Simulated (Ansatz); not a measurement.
# TaNH₃ (doublet): relaxing a cheap start

Where does this start of TaNH₃ (doublet) end when it is relaxed?

Computed with Ansatz 0.2.0, Gaussian basis. Level: UKS PBE0/def2-TZVP.

## 1. The system as given

5 atoms, charge 0, spin multiplicity 2.

Atoms are counted from 1 here; the program's logs count them from 0.

Bond lengths: N2–H3 1.015 Å, N2–H4 1.015 Å, N2–H5 1.015 Å. Angles: H3–N2–H4 107.3°, H3–N2–H5 107.3°, H4–N2–H5 107.3°.

As a file:

```
Ta   -0.27436    0.00193    0.00070
N     2.84875   -0.02007   -0.00730
H     3.21551   -0.96622   -0.00325
H     3.22759    0.45338    0.80636
H     3.22334    0.44474   -0.82791
```

The start was built by rule and, where that kept it together, relaxed with GFN2-xTB. Sticks and bond lists go by distance. No spin-orbit coupling is included. Elements past krypton take def2 core potentials.

## 2. Relaxation

in.yaml

```yaml
crystal:
  periodic: [false, false, false]
  atoms:
    - {symbol: Ta, position_ang: [-0.274360, 0.001933, 0.000704]}
    - {symbol: N, position_ang: [2.848753, -0.020069, -0.007305]}
    - {symbol: H, position_ang: [3.215514, -0.966215, -0.003246]}
    - {symbol: H, position_ang: [3.227591, 0.453379, 0.806363]}
    - {symbol: H, position_ang: [3.223339, 0.444737, -0.827906]}
basis:
  gaussian: {orbitals: def2-TZVP}
magnetization: {spin_polarized: true, initial_magnetization: 1}
hamiltonian: {xc: pbe0}
relax: {f_tol: 0.004, max_steps: 80}
```

Started as:

```console
> ansatz run in.yaml --threads 1 --pin off --events-out ev --progress --plain --max-ram 2176MiB
```

Q: Predict the outcome of this session. Wanted: energy gained; shift from the start; total energy; dipole moment; ⟨S²⟩.

The runs gave:

```
                  quantity          value
                     steps              9
             energy gained       0.530 eV
shift from the start (rms)        0.337 Å
              total energy  -3084.3527 eV
             dipole moment         4.62 D
                      ⟨S²⟩          2.004
```

By distance, Ta1–N2 formed. Ta1–N2 went from 3.123 to 2.279 Å. The determinant is spin-contaminated (excess 1.25). No vibrations were run, so this is a stationary point, not a proven minimum, and this spin need not be the ground state's.
